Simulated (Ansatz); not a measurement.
# CH3ClF2SZr: how energies converge with the basis set

The task here is to estimate one member of a computed series from the others.

Program: Ansatz 0.2.0, Gaussian basis. Level of theory: one geometry, several basis sets. These are calculated values, not measurements.

Plan: PBE0-D4/def2-SVP; ωB97M-V/def2-SVP; PBE0-D4/def2-QZVPP; ωB97M-V/def2-QZVPP; the functionals' def2-TZVPP values are taken from earlier runs.

## Structure used throughout

All runs share one geometry, relaxed beforehand with PBE0-D4 in a triple-zeta def2 set. Zr takes the def2 core potential; no spin-orbit term is included.

SMILES `C[S][Zr]([F])([F])[Cl]`, 9 atoms, charge 0, spin multiplicity 1.

Atoms are counted from 1 here; the program's logs count them from 0.

Bond lengths: C1–S2 1.829 Å, C1–H7 1.088 Å, C1–H8 1.089 Å, C1–H9 1.099 Å, S2–Zr3 2.399 Å, Zr3–F4 1.896 Å, Zr3–F5 1.896 Å, Zr3–Cl6 2.337 Å. Angles: S2–C1–H7 108.8°, S2–C1–H8 108.8°, S2–C1–H9 114.3°, H7–C1–H8 110.5°, H7–C1–H9 107.1°, H8–C1–H9 107.1°, C1–S2–Zr3 88.1°, S2–Zr3–F4 108.3°, S2–Zr3–F5 108.3°, S2–Zr3–Cl6 108.6°, F4–Zr3–F5 107.9°, F4–Zr3–Cl6 111.8°, F5–Zr3–Cl6 111.8°.

Set-up of the first run:

Contents of in.yaml:

```yaml
crystal:
  periodic: [false, false, false]
  atoms:
    - {symbol: C, position_ang: [0.641363, -1.401947, -0.194238]}
    - {symbol: S, position_ang: [0.293819, -0.635887, 1.429446]}
    - {symbol: Zr, position_ang: [-0.579195, 1.266307, 0.256003]}
    - {symbol: F, position_ang: [-1.998347, 0.679948, -0.855497]}
    - {symbol: F, position_ang: [0.788712, 1.955279, -0.860767]}
    - {symbol: Cl, position_ang: [-1.297534, 2.842562, 1.824590]}
    - {symbol: H, position_ang: [1.710762, -1.588918, -0.273066]}
    - {symbol: H, position_ang: [0.084234, -2.334037, -0.269776]}
    - {symbol: H, position_ang: [0.356186, -0.783296, -1.056694]}
basis:
  gaussian: {orbitals: def2-SVP}
hamiltonian: {xc: pbe0, dispersion: d4}
output: {orbitals: {seedname: orbitals}}
```

Launch:

```
> ansatz run in.yaml --threads 2 --pin off --events-out ev --progress --plain --max-ram 31744MiB --backend cpu
```

Among the steps run: PBE0-D4 in def2-SVP; ωB97M-V in def2-SVP; PBE0-D4 in def2-QZVPP; ωB97M-V in def2-QZVPP.

One table of the session follows, with a row left open; its other results are not shown here.

It belongs to the step «Density functionals: the series». 

| functional | basis | HOMO (eV) | LUMO (eV) |
| --- | --- | --- | --- |
| PBE0-D4 | def2-SVP | -7.71 | -2.06 |
| PBE0-D4 | def2-TZVPP | -7.71 | -2.10 |
| PBE0-D4 | def2-QZVPP | -7.71 | -2.10 |
| ωB97M-V | def2-SVP | -9.81 | 0.08 |
| ωB97M-V | def2-TZVPP | ? | ? |
| ωB97M-V | def2-QZVPP | -9.86 | -0.05 |

Q: Estimate the row for ωB97M-V, def2-TZVPP from the others.

As computed: HOMO (eV): -9.85; LUMO (eV): -0.02. In the column «HOMO (eV)» it lies between ωB97M-V, def2-QZVPP (-9.86) and ωB97M-V, def2-SVP (-9.81).
